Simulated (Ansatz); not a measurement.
# AlCl2FH3P: the cost of one run

Method: RKS revPBE/def2-SVP, in Ansatz 0.2.0.

## 1. Starting point

Bond lengths: Al1–F2 2.040 Å, Al1–Cl3 2.230 Å, Al1–Cl4 2.230 Å, Al1–P5 2.580 Å, P5–H6 1.420 Å, P5–H7 1.420 Å. Angles: F2–Al1–Cl3 120.0°, F2–Al1–Cl4 120.0°, F2–Al1–P5 71.6°, Cl3–Al1–Cl4 120.0°, Cl3–Al1–P5 97.0°, Cl4–Al1–P5 101.2°, Al1–P5–H6 109.5°, Al1–P5–H7 109.5°, H6–P5–H7 109.4°.

Coordinates:

```xyz
8

Al    0.0000    0.0000    0.0000
F     0.0000    0.0000    2.0400
Cl    1.9312    0.0000   -1.1150
Cl   -1.9312    0.0000   -1.1150
P     0.1078   -2.4460    0.8135
H    -0.6605   -3.2680   -0.0528
H     1.4574   -2.8876    0.8103
H     0.0528   -1.1980    1.9406
```

## 2. Pulling towards end A

Springs on the bonds that form and break draw the guess towards this end; the thresholds are loose.

input.yaml

```yaml
crystal:
  periodic: [false, false, false]
  atoms:
    - { symbol: Al, position_ang: [0.0, 0.0, 0.0] }
    - { symbol: F, position_ang: [0.0, 0.0, 2.04] }
    - { symbol: Cl, position_ang: [1.9312, 0.0, -1.115] }
    - { symbol: Cl, position_ang: [-1.9312, 0.0, -1.115] }
    - { symbol: P, position_ang: [0.1078, -2.446, 0.8135] }
    - { symbol: H, position_ang: [-0.6605, -3.268, -0.0528] }
    - { symbol: H, position_ang: [1.4574, -2.8876, 0.8103] }
    - { symbol: H, position_ang: [0.0528, -1.198, 1.9406] }
basis:
  gaussian: { orbitals: def2-SVP }
hamiltonian:
  xc: revpbe
relax:
  f_tol: 0.15
  max_steps: 25
  restrain:
    - { distance: [0, 4], at: 3.48, k: 30.0 }
    - { distance: [7, 1], at: 2.12, k: 30.0 }
    - { distance: [0, 1], at: 1.69, k: 30.0 }
    - { distance: [7, 4], at: 1.42, k: 30.0 }
output:
  orbitals: {}
```

Started as:

```bash
$ ansatz run input.yaml --threads 2 --pin off --max-ram 3072MiB --backend cpu --events-out ev --progress --plain --runs-dir out
```

**Question.** How long does this run take on 2 threads of Arm Neoverse V1, shared host, and how much memory does it need?

About 17 s, with a peak of 0.15 GiB.
